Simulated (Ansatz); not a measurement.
**GaGe in Ansatz: the effect of functional**

Crystal: GaGe.

```xyz
2
Lattice="0.0000 2.8387 2.8387 2.8387 0.0000 2.8387 2.8387 2.8387 0.0000" Properties=species:S:1:pos:R:3 pbc="T T T"
Ge    0.0000    0.0000    0.0000
Ga    1.4193    1.4193    1.4193
```

The cell comes from a database or a generator and needn't be the stable form of this composition.

The cell isn't the ideal one: volume scaled by 0.94.

Alike in all runs:

| Item | Value |
| --- | --- |
| Program | Ansatz 0.2.0 |
| Task | single point |
| Potentials or basis | Ansatz PAW |
| k mesh | 8 × 8 × 8 |
| Occupations | fermi-dirac, width 0.05 eV |
| Spin | no spin polarisation |

```csv
functional,cutoff,pressure (GPa)
LDA,420 eV (not typed: the program's choice for these potentials),?
PBEsol,420 eV (not typed: the program's choice for these potentials),0.8
r2SCAN,500 eV (not typed: the program's choice for these potentials),1.2
```

What does the run with functional LDA give?

Pressure -1.1 GPa.

Caveats: the PAW data sets come from PBE, with cores solved anew for the run's functional, which leaves a small shift of forces and pressure.

Runs at the PBE level aren't shown here.
